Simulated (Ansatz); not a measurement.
**C2H7B2F: a ladder of functionals and wavefunction methods**

The task here is to estimate one member of a computed series from the others.

The runs use Ansatz 0.2.0, Gaussian basis; functionals in def2-TZVPP, the program's frozen cores in correlated methods.

Levels to be run: PBE-D4, r2SCAN-D4, PBE0-D4, B3LYP-D4, ωB97X-V, ωB97M-V, B2PLYP; CCSD(T)/def2-TZVPP; MP2/def2-QZVPP; extrapolation to the limit.

## The geometry

An earlier PBE0-D4 in a triple-zeta def2 set relaxation fixed the geometry.

SMILES `BC(B)CF`, 12 atoms, charge 0, spin multiplicity 1.

Atoms are counted from 1 here; the program's logs count them from 0.

Bond lengths: B1–C2 1.552 Å, B1–H6 1.198 Å, B1–H7 1.195 Å, C2–B3 1.551 Å, C2–C4 1.506 Å, C2–H8 1.111 Å, B3–H9 1.195 Å, B3–H10 1.196 Å, C4–F5 1.388 Å, C4–H11 1.094 Å, C4–H12 1.094 Å. Angles: C2–B1–H6 120.7°, C2–B1–H7 120.0°, H6–B1–H7 119.2°, B1–C2–B3 107.4°, B1–C2–C4 116.0°, B1–C2–H8 97.9°, B3–C2–C4 116.9°, B3–C2–H8 104.1°, C4–C2–H8 112.2°, C2–B3–H9 120.0°, C2–B3–H10 120.4°, H9–B3–H10 119.6°, C2–C4–F5 110.4°, C2–C4–H11 110.6°, C2–C4–H12 112.3°, F5–C4–H11 107.4°, F5–C4–H12 107.0°, H11–C4–H12 108.8°.

As a file:

```csv
atom,x (Å),y (Å),z (Å)
B1,-0.5691,0.7457,1.2198
C2,-0.2422,0.1080,-0.1569
B3,0.8991,0.9430,-0.7949
C4,-0.0804,-1.3893,-0.1699
F5,0.0951,-1.8468,-1.4691
H6,-0.6135,0.0740,2.2109
H7,-0.7966,1.9161,1.2977
H8,-1.1542,0.4372,-0.6989
H9,0.7043,2.0802,-1.1065
H10,1.9880,0.4687,-0.9381
H11,0.8019,-1.6865,0.4045
H12,-0.9555,-1.9057,0.2353
```

Set-up of the first run:

The input, in.yaml:

```yaml
crystal:
  periodic: [false, false, false]
  atoms:
    - {symbol: B, position_ang: [-0.569064, 0.745744, 1.219803]}
    - {symbol: C, position_ang: [-0.242225, 0.107994, -0.156902]}
    - {symbol: B, position_ang: [0.899122, 0.943037, -0.794925]}
    - {symbol: C, position_ang: [-0.080445, -1.389280, -0.169935]}
    - {symbol: F, position_ang: [0.095105, -1.846791, -1.469072]}
    - {symbol: H, position_ang: [-0.613469, 0.074036, 2.210862]}
    - {symbol: H, position_ang: [-0.796644, 1.916134, 1.297716]}
    - {symbol: H, position_ang: [-1.154192, 0.437174, -0.698922]}
    - {symbol: H, position_ang: [0.704342, 2.080241, -1.106493]}
    - {symbol: H, position_ang: [1.988020, 0.468710, -0.938088]}
    - {symbol: H, position_ang: [0.801921, -1.686546, 0.404546]}
    - {symbol: H, position_ang: [-0.955473, -1.905653, 0.235310]}
basis:
  gaussian: {orbitals: def2-TZVPP}
hamiltonian: {xc: pbe, dispersion: d4}
output: {forces: true, orbitals: {seedname: orbitals}}
```

Started as:

```
$ ansatz run in.yaml --threads 4 --pin off --events-out ev --progress --plain --max-ram 10444MiB
```

Steps of the session up to this table: PBE-D4 (GGA); r2SCAN-D4 (meta-GGA); PBE0-D4 (hybrid); B3LYP-D4 (hybrid); ωB97X-V (range-separated); ωB97M-V (range-separated); B2PLYP (double hybrid); CCSD(T) in def2-TZVPP; MP2 in def2-QZVPP.

One of the session's tables, all rows but one given; the rest of the session is left out.

It belongs to the step «Atomisation energies». 

| method | atoms, summed (eV) | atomisation energy (kJ/mol) |
| --- | --- | --- |
| PBE-D4 | -6203.612 | 4541.9 |
| r2SCAN-D4 | -6208.726 | 4488.3 |
| PBE0-D4 | ? | ? |
| B3LYP-D4 | -6213.231 | 4475.2 |
| ωB97X-V | -6210.681 | 4472.2 |
| ωB97M-V | -6209.532 | 4481.5 |
| B2PLYP | -6207.838 | 4428.3 |
| HF/def2-TZVPP | -6186.783 | 3433.7 |
| MP2/def2-TZVPP | -6198.131 | 4418.5 |
| CCSD/def2-TZVPP | -6200.699 | 4298.1 |
| CCSD(T)/def2-TZVPP | -6200.974 | 4348.5 |
| MP2/CBS | -6200.298 | 4509.1 |
| CCSD(T)/CBS | -6203.142 | 4439.1 |

Estimate the missing values for PBE0-D4.

As computed: atoms, summed (eV): -6205.032; atomisation energy (kJ/mol): 4488.1. In the column «atoms, summed (eV)» it lies between B2PLYP (-6207.838) and PBE-D4 (-6203.612).
